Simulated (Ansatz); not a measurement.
# BBrFH: how energies converge with the basis set

Aim: see how fast density functionals converge with the basis set for BBrFH.

Program: Ansatz 0.2.0, Gaussian basis. Level of theory: one geometry, several basis sets. These are calculated values, not measurements.

Plan: PBE0-D4/def2-SVP; ωB97M-V/def2-SVP; PBE0-D4/def2-QZVPP; ωB97M-V/def2-QZVPP; the functionals' def2-TZVPP values are taken from earlier runs.

### Step 1. The relaxed structure

The geometry comes from an earlier relaxation with PBE0-D4 in a triple-zeta def2 set; it is a stationary point.

SMILES `FBBr`, 4 atoms, charge 0, spin multiplicity 1.

Atoms are counted from 1 here; the program's logs count them from 0.

Bond lengths: F1–B2 1.309 Å, B2–Br3 1.905 Å, B2–H4 1.190 Å. Angles: F1–B2–Br3 119.0°, F1–B2–H4 120.7°, Br3–B2–H4 120.3°.

### Step 2. PBE0-D4 in def2-SVP

in.yaml reads:

```yaml
crystal:
  periodic: [false, false, false]
  atoms:
    - {symbol: F, position_ang: [1.121629, -0.276785, -0.774255]}
    - {symbol: B, position_ang: [0.103177, -0.153364, 0.038134]}
    - {symbol: Br, position_ang: [-1.091989, 1.312165, -0.194371]}
    - {symbol: H, position_ang: [-0.077317, -0.942317, 0.910191]}
basis:
  gaussian: {orbitals: def2-SVP}
hamiltonian: {xc: pbe0, dispersion: d4}
output: {orbitals: {seedname: orbitals}}
```

On the command line:

```bash
$ ansatz run in.yaml --threads 2 --pin off --events-out ev --progress --plain --max-ram 32768MiB --backend cpu
```

After this run come: ωB97M-V in def2-SVP; PBE0-D4 in def2-QZVPP; ωB97M-V in def2-QZVPP.

Before running them: what should the planned runs give, taken together? Wanted: PBE0-D4: double and triple zeta above quadruple; ωB97M-V: double and triple zeta above quadruple.

The runs gave:

| quantity | value |
| --- | --- |
| PBE0-D4: double and triple zeta above quadruple | 14.17, 1.61 eV |
| ωB97M-V: double and triple zeta above quadruple | 14.16, 1.55 eV |

For PBE0-D4 the step from double to triple zeta gains 12.55 eV and the next only 1.61 eV. Total energies overstate the basis error of differences, where much of it tends to cancel.
